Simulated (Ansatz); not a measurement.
The system is SbW2.

```
Sb W
1.0
     0.00000    3.13301    3.13301
     3.13301    0.00000    3.13301
     3.13301    3.13301    0.00000
Sb W
1 2
Cartesian
  3.1330 3.1330 3.1330
  1.5665 1.5665 1.5665
  4.6995 4.6995 4.6995
```

The cell was built by a generator and needn't be a form met in nature.

* Program: Ansatz 0.2.0
* Task: relaxation of cell and atoms
* Functional: RPBE
* Potentials or basis: Ansatz PAW
* Cutoff: 420 eV (not typed: the program's choice for these potentials)
* k mesh: 7 × 7 × 7
* Occupations: fermi-dirac, width 0.05 eV
* Spin: no spin polarisation

At the start: volume 20.50 Å³/atom.

Problem. How do energy, volume and symmetry change on relaxing?

Solution. It ends after 4 steps and the volume is 20.82 Å³/atom (+1.5 %); space group Fm-3m (No. 225, to 0.05 Å).

The path:
```
step  energy change (eV)  largest force (eV/Å)  volume (Å³)
   1              0.0000                0.0000        61.51
   2             -0.0070                0.0000        62.51
   3             -0.0071                0.0000        62.45
   4             -0.0074                0.0000        62.45
```

Final structure:
```cif
data_structure
_symmetry_space_group_name_H-M 'P 1'
_symmetry_Int_Tables_number 1
_cell_length_a 4.4532
_cell_length_b 4.4532
_cell_length_c 4.4532
_cell_angle_alpha 60.000
_cell_angle_beta 60.000
_cell_angle_gamma 60.000
_cell_volume 62.45
loop_
_atom_site_label
_atom_site_type_symbol
_atom_site_fract_x
_atom_site_fract_y
_atom_site_fract_z
_atom_site_occupancy
Sb1 Sb 0.50000 0.50000 0.50000 1
W1 W 0.25000 0.25000 0.25000 1
W2 W 0.75000 0.75000 0.75000 1
```

Caveat: the plane-wave basis is chosen anew once the cell has moved, so the energies of steps on either side of that aren't comparable; the PAW data sets come from PBE, with cores solved anew for the run's functional, which leaves a small shift of forces and pressure.
